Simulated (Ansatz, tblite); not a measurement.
**C₅H₁₄OSn: isomers side by side, part 1 of 3**

Aim: relax some chosen isomers of C₅H₁₄OSn, and see how the levels of theory order them.

Program: Ansatz 0.2.0, Gaussian basis. Level of theory: relaxed with PBE-D4/def2-SVP, singlet. These are calculated values, not measurements.

2 further runs of the same task are left out: 2 set aside as unsound or not needed. Runs told in other sessions of the task aren't counted.

## 1. The starting structure

21 atoms, charge 0, spin multiplicity 1.

Atoms are counted from 1 here; the program's logs count them from 0.

Bond lengths: C1–Sn7 2.167 Å, C1–H9 1.084 Å, C1–H10 1.085 Å, C1–H11 1.083 Å, C2–Sn7 2.187 Å, C2–H12 1.085 Å, C2–H13 1.085 Å, C2–H14 1.083 Å, C3–C4 1.527 Å, C3–C5 1.524 Å, C3–O6 1.398 Å, C3–H15 1.101 Å, C4–H16 1.087 Å, C4–H17 1.087 Å, C4–H18 1.086 Å, C5–H19 1.090 Å, C5–H20 1.087 Å, C5–H21 1.086 Å and more. Angles: Sn7–C1–H9 110.6°, Sn7–C1–H10 107.9°, Sn7–C1–H11 110.5°, H9–C1–H10 109.5°, H9–C1–H11 109.4°, H10–C1–H11 108.9°, Sn7–C2–H12 111.4°, Sn7–C2–H13 107.8°, Sn7–C2–H14 110.1°, H12–C2–H13 109.1°, H12–C2–H14 109.2°, H13–C2–H14 109.2°, C4–C3–C5 110.7°, C4–C3–O6 106.7°, C4–C3–H15 108.7°, C5–C3–O6 112.7°, C5–C3–H15 108.4°, O6–C3–H15 109.5° and more.

Sn takes a core potential in the def2 sets. No spin-orbit coupling is included.

The isomers as started, chosen beforehand: A: SnHMe2(OiPr); B: Sn(OEt)Me3; C: SnH2Me(OtBu). The structure above is A.

## 2. Relaxing candidate A

The input, in.yaml:

```yaml
crystal:
  periodic: [false, false, false]
  atoms:
    - {symbol: C, position_ang: [2.978100, 0.893020, -0.707730]}
    - {symbol: C, position_ang: [-0.269950, 2.590800, -0.622270]}
    - {symbol: C, position_ang: [-0.685790, -1.381910, 0.625660]}
    - {symbol: C, position_ang: [-0.925480, -2.666570, -0.163930]}
    - {symbol: C, position_ang: [-1.973530, -0.575970, 0.745640]}
    - {symbol: O, position_ang: [0.327130, -0.684940, -0.039430]}
    - {symbol: Sn, position_ang: [1.074270, 1.133230, 0.299980]}
    - {symbol: H, position_ang: [1.205660, 1.354520, 2.006850]}
    - {symbol: H, position_ang: [3.542770, 1.817380, -0.681300]}
    - {symbol: H, position_ang: [2.777660, 0.620890, -1.738490]}
    - {symbol: H, position_ang: [3.557600, 0.104850, -0.242220]}
    - {symbol: H, position_ang: [-1.203500, 2.669870, -0.075800]}
    - {symbol: H, position_ang: [-0.476950, 2.257180, -1.633880]}
    - {symbol: H, position_ang: [0.204470, 3.564070, -0.658190]}
    - {symbol: H, position_ang: [-0.345830, -1.647550, 1.638590]}
    - {symbol: H, position_ang: [-1.283450, -2.418640, -1.159700]}
    - {symbol: H, position_ang: [-1.658480, -3.289960, 0.340750]}
    - {symbol: H, position_ang: [0.008130, -3.213510, -0.258640]}
    - {symbol: H, position_ang: [-1.801300, 0.306130, 1.361790]}
    - {symbol: H, position_ang: [-2.297420, -0.256170, -0.241590]}
    - {symbol: H, position_ang: [-2.754110, -1.176720, 1.203930]}
basis:
  gaussian: {orbitals: def2-SVP}
hamiltonian: {xc: pbe, dispersion: d4}
scf: {lower_state_search: "off"}
output: {orbitals: {seedname: orbitals}}
relax: {f_tol: 0.02, max_steps: 100}
```

On the command line:

```sh
ansatz run in.yaml --threads 4 --pin off --events-out ev --progress --plain --max-ram 4787MiB
```

Log:

```text
Functional definition: PBE
  name "PBE"
  cite "Perdew, Burke & Ernzerhof, Phys. Rev. Lett. 77, 3865 (1996) doi:10.1103/PhysRevLett.77.3865"
  parent pbe
  parameter kappa = 0.804
  parameter beta = 0.06672455060314922
  exchange = pbe_x(kappa = kappa, mu = beta*pi^2/3)
  correlation = pbe_c(beta = beta)
these checks for a lower state are left out or cut short: stability, starts, cluster_reference, orbital_swaps, neighbouring_geometries, increment
2036 factors; their error is unknown
mean field evaluation 1: about -13249.6400 eV, gradient 1.0e2 eV
mean field evaluation 2: about -13166.6828 eV, gradient 2.0e2 eV
mean field evaluation 4: about -13275.7677 eV, gradient 1.6e1 eV
mean field evaluation 8: about -13276.2762 eV, gradient 2.2e-1 eV
mean field evaluation 16: about -13276.2066 eV, gradient 5.1e-4 eV
mean field -13276.20662672 eV, -487.8915945960 hartree, gradient 3.6e-6 eV, S^2 0.000000; 0 other end points of the search recorded, 0 dependent functions left out
the calculation of the forces begins
reference -13276.20667549 eV, -487.8915963883 hartree; 37, 37 occupied and 143, 143 virtual orbitals, 2036 factors
relax step   1: F+E_penalty+E_count = -13276.67669094 eV  Δ(F+E_penalty+E_count) = +0.000e0 eV  max|allowed force component| = 7.453e-1 eV/Å  Δτ_max = 0.0000 Å  (21 SCF iters, accepted)
these checks for a lower state are left out or cut short: stability, starts, cluster_reference, orbital_swaps, neighbouring_geometries, increment
2036 factors; their error is unknown
mean field evaluation 32: about -13276.3322 eV, gradient 2.0e-6 eV
mean field -13276.33223838 eV, -487.8962107393 hartree, gradient 2.0e-6 eV, S^2 0.000000; 0 other end points of the search recorded, 0 dependent functions left out
the calculation of the forces begins
reference -13276.33228727 eV, -487.8962125360 hartree; 37, 37 occupied and 143, 143 virtual orbitals, 2036 factors
relax step   2: F+E_penalty+E_count = -13276.80134184 eV  Δ(F+E_penalty+E_count) = -1.247e-1 eV  max|allowed force component| = 2.560e-1 eV/Å  Δτ_max = 0.0905 Å  (20 SCF iters, accepted)
these checks for a lower state are left out or cut short: stability, starts, cluster_reference, orbital_swaps, neighbouring_geometries, increment
2036 factors; their error is unknown
mean field -13276.35688662 eV, -487.8971165454 hartree, gradient 1.9e-6 eV, S^2 0.000000; 0 other end points of the search recorded, 0 dependent functions left out
the calculation of the forces begins
reference -13276.35693559 eV, -487.8971183449 hartree; 37, 37 occupied and 143, 143 virtual orbitals, 2036 factors
relax step   3: F+E_penalty+E_count = -13276.82594034 eV  Δ(F+E_penalty+E_count) = -2.460e-2 eV  max|allowed force component| = 1.962e-1 eV/Å  Δτ_max = 0.0835 Å  (20 SCF iters, accepted)
these checks for a lower state are left out or cut short: stability, starts, cluster_reference, orbital_swaps, neighbouring_geometries, increment
2036 factors; their error is unknown
mean field -13276.35869218 eV, -487.8971828984 hartree, gradient 1.8e-6 eV, S^2 0.000000; 0 other end points of the search recorded, 0 dependent functions left out
the calculation of the forces begins
reference -13276.35874113 eV, -487.8971846972 hartree; 37, 37 occupied and 143, 143 virtual orbitals, 2036 factors
relax step   4: F+E_penalty+E_count = -13276.83037624 eV  Δ(F+E_penalty+E_count) = -4.436e-3 eV  max|allowed force component| = 4.194e-1 eV/Å  Δτ_max = 0.1556 Å  (19 SCF iters, accepted)
these checks for a lower state are left out or cut short: stability, starts, cluster_reference, orbital_swaps, neighbouring_geometries, increment
2036 factors; their error is unknown
mean field -13276.36827719 eV, -487.8975351411 hartree, gradient 1.9e-6 eV, S^2 0.000000; 0 other end points of the search recorded, 0 dependent functions left out
the calculation of the forces begins
reference -13276.36832619 eV, -487.8975369417 hartree; 37, 37 occupied and 143, 143 virtual orbitals, 2036 factors
relax step   5: F+E_penalty+E_count = -13276.83890473 eV  Δ(F+E_penalty+E_count) = -8.528e-3 eV  max|allowed force component| = 6.985e-2 eV/Å  Δτ_max = 0.0384 Å  (21 SCF iters, accepted)
these checks for a lower state are left out or cut short: stability, starts, cluster_reference, orbital_swaps, neighbouring_geometries, increment
2036 factors; their error is unknown
mean field -13276.36947827 eV, -487.8975792800 hartree, gradient 1.8e-6 eV, S^2 0.000000; 0 other end points of the search recorded, 0 dependent functions left out
the calculation of the forces begins
reference -13276.36952735 eV, -487.8975810836 hartree; 37, 37 occupied and 143, 143 virtual orbitals, 2036 factors
relax step   6: F+E_penalty+E_count = -13276.83963355 eV  Δ(F+E_penalty+E_count) = -7.288e-4 eV  max|allowed force component| = 7.017e-2 eV/Å  Δτ_max = 0.0358 Å  (21 SCF iters, accepted)
these checks for a lower state are left out or cut short: stability, starts, cluster_reference, orbital_swaps, neighbouring_geometries, increment
2036 factors; their error is unknown
mean field evaluation 64: about -13276.3713 eV, gradient 1.4e-4 eV
mean field -13276.37130712 eV, -487.8976464889 hartree, gradient 1.9e-6 eV, S^2 0.000000; 0 other end points of the search recorded, 0 dependent functions left out
the calculation of the forces begins
reference -13276.37135627 eV, -487.8976482951 hartree; 37, 37 occupied and 143, 143 virtual orbitals, 2036 factors
relax step   7: F+E_penalty+E_count = -13276.84137123 eV  Δ(F+E_penalty+E_count) = -1.738e-3 eV  max|allowed force component| = 2.075e-2 eV/Å  Δτ_max = 0.0257 Å  (21 SCF iters, accepted)
these checks for a lower state are left out or cut short: stability, starts, cluster_reference, orbital_swaps, neighbouring_geometries, increment
2036 factors; their error is unknown
mean field -13276.37262826 eV, -487.8976950398 hartree, gradient 1.9e-6 eV, S^2 0.000000; 0 other end points of the search recorded, 0 dependent functions left out
the calculation of the forces begins
reference -13276.37267749 eV, -487.8976968493 hartree; 37, 37 occupied and 143, 143 virtual orbitals, 2036 factors
relax step   8: F+E_penalty+E_count = -13276.84236618 eV  Δ(F+E_penalty+E_count) = -9.949e-4 eV  max|allowed force component| = 2.289e-2 eV/Å  Δτ_max = 0.0392 Å  (21 SCF iters, accepted)
these checks for a lower state are left out or cut short: stability, starts, cluster_reference, orbital_swaps, neighbouring_geometries, increment
2036 factors; their error is unknown
mean field -13276.37451667 eV, -487.8977644379 hartree, gradient 2.0e-6 eV, S^2 0.000000; 0 other end points of the search recorded, 0 dependent functions left out
the calculation of the forces begins
reference -13276.37456614 eV, -487.8977662558 hartree; 37, 37 occupied and 143, 143 virtual orbitals, 2036 factors
relax step   9: F+E_penalty+E_count = -13276.84323230 eV  Δ(F+E_penalty+E_count) = -8.661e-4 eV  max|allowed force component| = 4.514e-2 eV/Å  Δτ_max = 0.0572 Å  (20 SCF iters, accepted)
these checks for a lower state are left out or cut short: stability, starts, cluster_reference, orbital_swaps, neighbouring_geometries, increment
2036 factors; their error is unknown
mean field -13276.37510490 eV, -487.8977860547 hartree, gradient 1.9e-6 eV, S^2 0.000000; 0 other end points of the search recorded, 0 dependent functions left out
the calculation of the forces begins
reference -13276.37515444 eV, -487.8977878755 hartree; 37, 37 occupied and 143, 143 virtual orbitals, 2036 factors
relax step  10: F+E_penalty+E_count = -13276.84354688 eV  Δ(F+E_penalty+E_count) = -3.146e-4 eV  max|allowed force component| = 4.032e-2 eV/Å  Δτ_max = 0.0259 Å  (21 SCF iters, accepted)
these checks for a lower state are left out or cut short: stability, starts, cluster_reference, orbital_swaps, neighbouring_geometries, increment
2036 factors; their error is unknown
mean field -13276.37603485 eV, -487.8978202300 hartree, gradient 1.9e-6 eV, S^2 0.000000; 0 other end points of the search recorded, 0 dependent functions left out
the calculation of the forces begins
reference -13276.37608451 eV, -487.8978220546 hartree; 37, 37 occupied and 143, 143 virtual orbitals, 2036 factors
relax step  11: F+E_penalty+E_count = -13276.84382649 eV  Δ(F+E_penalty+E_count) = -2.796e-4 eV  max|allowed force component| = 1.492e-2 eV/Å  Δτ_max = 0.0366 Å  (21 SCF iters, accepted)
these checks for a lower state are left out or cut short: stability, starts, cluster_reference, orbital_swaps, neighbouring_geometries, increment
2036 factors; their error is unknown
mean field evaluation 96: about -13276.4483 eV, gradient 8.1e-1 eV
mean field -13276.37634292 eV, -487.8978315513 hartree, gradient 1.9e-6 eV, S^2 0.000000; 0 other end points of the search recorded, 0 dependent functions left out
the calculation of the forces begins
reference -13276.37639261 eV, -487.8978333773 hartree; 37, 37 occupied and 143, 143 virtual orbitals, 2036 factors
relax step  12: F+E_penalty+E_count = -13276.84393398 eV  Δ(F+E_penalty+E_count) = -1.075e-4 eV  max|allowed force component| = 1.622e-2 eV/Å  Δτ_max = 0.0241 Å  (21 SCF iters, accepted)
these checks for a lower state are left out or cut short: stability, starts, cluster_reference, orbital_swaps, neighbouring_geometries, increment
2036 factors; their error is unknown
mean field -13276.37664820 eV, -487.8978427701 hartree, gradient 1.9e-6 eV, S^2 0.000000; 0 other end points of the search recorded, 0 dependent functions left out
the calculation of the forces begins
reference -13276.37669792 eV, -487.8978445973 hartree; 37, 37 occupied and 143, 143 virtual orbitals, 2036 factors
relax step  13: F+E_penalty+E_count = -13276.84409803 eV  Δ(F+E_penalty+E_count) = -1.640e-4 eV  max|allowed force component| = 2.523e-2 eV/Å  Δτ_max = 0.0266 Å  (21 SCF iters, accepted)
these checks for a lower state are left out or cut short: stability, starts, cluster_reference, orbital_swaps, neighbouring_geometries, increment
2036 factors; their error is unknown
mean field -13276.37683208 eV, -487.8978495274 hartree, gradient 1.9e-6 eV, S^2 0.000000; 0 other end points of the search recorded, 0 dependent functions left out
the calculation of the forces begins
reference -13276.37688182 eV, -487.8978513553 hartree; 37, 37 occupied and 143, 143 virtual orbitals, 2036 factors
relax step  14: F+E_penalty+E_count = -13276.84420319 eV  Δ(F+E_penalty+E_count) = -1.052e-4 eV  max|allowed force component| = 2.059e-2 eV/Å  Δτ_max = 0.0292 Å  (21 SCF iters, accepted)
these checks for a lower state are left out or cut short: stability, starts, cluster_reference, orbital_swaps, neighbouring_geometries, increment
2036 factors; their error is unknown
mean field -13276.37690889 eV, -487.8978523504 hartree, gradient 1.9e-6 eV, S^2 0.000000; 0 other end points of the search recorded, 0 dependent functions left out
the calculation of the forces begins
reference -13276.37695864 eV, -487.8978541785 hartree; 37, 37 occupied and 143, 143 virtual orbitals, 2036 factors
relax step  15: F+E_penalty+E_count = -13276.84427723 eV  Δ(F+E_penalty+E_count) = -7.404e-5 eV  max|allowed force component| = 1.199e-2 eV/Å  Δτ_max = 0.0179 Å  (21 SCF iters, accepted)
these checks for a lower state are left out or cut short: stability, starts, cluster_reference, orbital_swaps, neighbouring_geometries, increment
2036 factors; their error is unknown
mean field evaluation 128: about -13276.3769 eV, gradient 1.8e-3 eV
mean field -13276.37691452 eV, -487.8978525573 hartree, gradient 1.9e-6 eV, S^2 0.000000; 0 other end points of the search recorded, 0 dependent functions left out
the calculation of the forces begins
reference -13276.37696427 eV, -487.8978543855 hartree; 37, 37 occupied and 143, 143 virtual orbitals, 2036 factors
relax step  16: F+E_penalty+E_count = -13276.84430141 eV  Δ(F+E_penalty+E_count) = -2.419e-5 eV  max|allowed force component| = 1.045e-2 eV/Å  Δτ_max = 0.0227 Å  (21 SCF iters, accepted)
Total energy: -13276.84435116 eV, -487.9150305368 hartree
Atom 0 at     2.980585     0.960785    -0.763229 Å, force     0.001444     0.005340     0.001507 eV/Å
Atom 1 at    -0.170518     2.668852    -0.513499 Å, force     0.001431     0.003258    -0.006610 eV/Å
Atom 2 at    -0.720794    -1.361683     0.543361 Å, force    -0.000900     0.003104     0.003885 eV/Å
Atom 3 at    -0.925079    -2.768464    -0.020486 Å, force    -0.001247    -0.000057    -0.003497 eV/Å
Atom 4 at    -2.039110    -0.581533     0.618097 Å, force     0.004260    -0.001392    -0.003181 eV/Å
Atom 5 at     0.233296    -0.717162    -0.286788 Å, force    -0.001633     0.000180     0.000449 eV/Å
Atom 6 at     1.068996     1.054623     0.238872 Å, force    -0.004224    -0.010451     0.000784 eV/Å
Atom 7 at     1.180723     1.052139     1.978747 Å, force     0.003359     0.001500     0.001511 eV/Å
Atom 8 at     3.480415     1.948284    -0.737327 Å, force     0.002912    -0.001266    -0.001696 eV/Å
Atom 9 at     2.813303     0.662866    -1.816066 Å, force    -0.002932     0.000440     0.002876 eV/Å
Atom 10 at     3.625910     0.208347    -0.272238 Å, force    -0.001460     0.001431     0.000118 eV/Å
Atom 11 at    -1.142481     2.685419     0.014847 Å, force     0.004063    -0.000368    -0.000345 eV/Å
Atom 12 at    -0.347824     2.509042    -1.594573 Å, force     0.000413     0.002289     0.005855 eV/Å
Atom 13 at     0.342304     3.639999    -0.368102 Å, force    -0.003876    -0.003813    -0.001734 eV/Å
Atom 14 at    -0.327290    -1.464744     1.589815 Å, force    -0.000592     0.002047    -0.006334 eV/Å
Atom 15 at    -1.327782    -2.706958    -1.052851 Å, force     0.000435    -0.000793     0.005612 eV/Å
Atom 16 at    -1.630588    -3.357097     0.600885 Å, force     0.000889     0.000206    -0.002403 eV/Å
Atom 17 at     0.042766    -3.305701    -0.064278 Å, force    -0.003801     0.003686     0.001912 eV/Å
Atom 18 at    -1.888777     0.419733     1.075327 Å, force     0.000357    -0.004495    -0.001262 eV/Å
Atom 19 at    -2.452229    -0.432985    -0.401499 Å, force     0.000506    -0.001709     0.004693 eV/Å
Atom 20 at    -2.795825    -1.113760     1.231005 Å, force     0.000595     0.000864    -0.002142 eV/Å
Dipole moment:     0.076794     0.328470     0.064525 e Å
Checks for a lower state left out: stability, starts, cluster_reference, orbital_swaps, neighbouring_geometries, increment
```

Wall time 16 s (4 threads of AMD EPYC 9R45, shared host).

Step by step:

```tsv
step	energy from step 1 (eV)	largest force component (eV/Å)
1	0.0000	0.7453
2	-0.1247	0.2560
3	-0.1492	0.1962
4	-0.1537	0.4194
5	-0.1622	0.0698
6	-0.1629	0.0702
7	-0.1647	0.0208
8	-0.1657	0.0229
9	-0.1665	0.0451
10	-0.1669	0.0403
11	-0.1671	0.0149
12	-0.1672	0.0162
13	-0.1674	0.0252
14	-0.1675	0.0206
15	-0.1676	0.0120
16	-0.1676	0.0105
```

The force was under the threshold of 0.02 eV/Å already at step 11, but the program went on to step 16.

Distances of close pairs at the start and the end, largest changes first:

```tsv
bond	before (Å)	after (Å)	change (Å)
O6–Sn7	1.995	2.028	+0.034
C2–H14	1.083	1.108	+0.024
C1–H9	1.084	1.107	+0.024
C5–H21	1.086	1.110	+0.023
C4–H16	1.087	1.110	+0.023
C5–H20	1.087	1.110	+0.023
C1–H11	1.083	1.106	+0.023
C4–H17	1.087	1.109	+0.023
```

## 3. Relaxing candidate B

The input, in.yaml:

```yaml
crystal:
  periodic: [false, false, false]
  atoms:
    - {symbol: C, position_ang: [0.360080, -0.820970, 1.795380]}
    - {symbol: C, position_ang: [0.162990, -0.449980, 3.258120]}
    - {symbol: C, position_ang: [1.970780, 0.351920, -1.650560]}
    - {symbol: C, position_ang: [-1.201950, 2.222550, -1.199740]}
    - {symbol: C, position_ang: [-1.224710, -1.459680, -1.731270]}
    - {symbol: O, position_ang: [-0.135640, 0.218460, 1.007590]}
    - {symbol: Sn, position_ang: [-0.140030, 0.321330, -1.006790]}
    - {symbol: H, position_ang: [-0.167330, -1.761020, 1.581950]}
    - {symbol: H, position_ang: [1.428370, -0.987970, 1.602180]}
    - {symbol: H, position_ang: [0.529030, -1.246530, 3.900360]}
    - {symbol: H, position_ang: [0.700170, 0.468500, 3.476730]}
    - {symbol: H, position_ang: [-0.893190, -0.284610, 3.450940]}
    - {symbol: H, position_ang: [2.043260, 0.687410, -2.678160]}
    - {symbol: H, position_ang: [2.400100, -0.641970, -1.570910]}
    - {symbol: H, position_ang: [2.525850, 1.031120, -1.012770]}
    - {symbol: H, position_ang: [-1.396370, 2.440020, -2.244010]}
    - {symbol: H, position_ang: [-0.600040, 3.016460, -0.772180]}
    - {symbol: H, position_ang: [-2.140480, 2.163810, -0.660900]}
    - {symbol: H, position_ang: [-1.496260, -1.332970, -2.772380]}
    - {symbol: H, position_ang: [-2.124960, -1.594210, -1.141200]}
    - {symbol: H, position_ang: [-0.599660, -2.341700, -1.632390]}
basis:
  gaussian: {orbitals: def2-SVP}
hamiltonian: {xc: pbe, dispersion: d4}
scf: {lower_state_search: "off"}
output: {orbitals: {seedname: orbitals}}
relax: {f_tol: 0.02, max_steps: 100}
```

The command is unchanged.

Log, shortened:

```text
Functional definition: PBE
  name "PBE"
  cite "Perdew, Burke & Ernzerhof, Phys. Rev. Lett. 77, 3865 (1996) doi:10.1103/PhysRevLett.77.3865"
  parent pbe
[...]
2036 factors; their error is unknown
[...]
mean field -13276.29289724 eV, -487.8947649790 hartree, gradient 6.6e-6 eV, S^2 0.000000; 0 other end points of the search recorded, 0 dependent functions left out
[...]
Atom 18 at    -1.287308    -1.369484    -2.771318 Å, force     0.002161    -0.003530     0.013525 eV/Å
Atom 19 at    -2.285306    -1.366839    -1.267752 Å, force     0.013511     0.002400    -0.005334 eV/Å
Atom 20 at    -0.745753    -2.305526    -1.328339 Å, force    -0.006524     0.007745    -0.007077 eV/Å
Dipole moment:     0.064910    -0.087625    -0.423429 e Å
Checks for a lower state left out: stability, starts, cluster_reference, orbital_swaps, neighbouring_geometries, increment
```

Run time: 12 s. Hardware: 4 threads of AMD EPYC 9R45, shared host.

Along the way: (the energy doesn't fall at every step)

```tsv
step	energy from step 1 (eV)	largest force component (eV/Å)
1	0.0000	0.9687
2	-0.1366	0.3039
3	-0.1612	0.2023
4	-0.1565	0.2723
5	-0.1702	0.0615
6	-0.1724	0.0479
7	-0.1747	0.0552
8	-0.1752	0.0257
9	-0.1755	0.0221
10	-0.1757	0.0168
11	-0.1759	0.0459
12	-0.1761	0.0135
```

The force was under the threshold of 0.02 eV/Å already at step 10, but the program went on to step 12.

Distances of close pairs at the start and the end, largest changes first:

```tsv
bond	before (Å)	after (Å)	change (Å)
C5–Sn7	2.208	2.173	-0.035
C3–Sn7	2.207	2.173	-0.034
C4–Sn7	2.186	2.160	-0.026
C5–H19	1.083	1.108	+0.025
C3–H13	1.083	1.108	+0.025
C1–H9	1.098	1.122	+0.024
C1–H8	1.099	1.122	+0.024
C2–H10	1.087	1.110	+0.023
```

(Continued in part 2 of 3.)
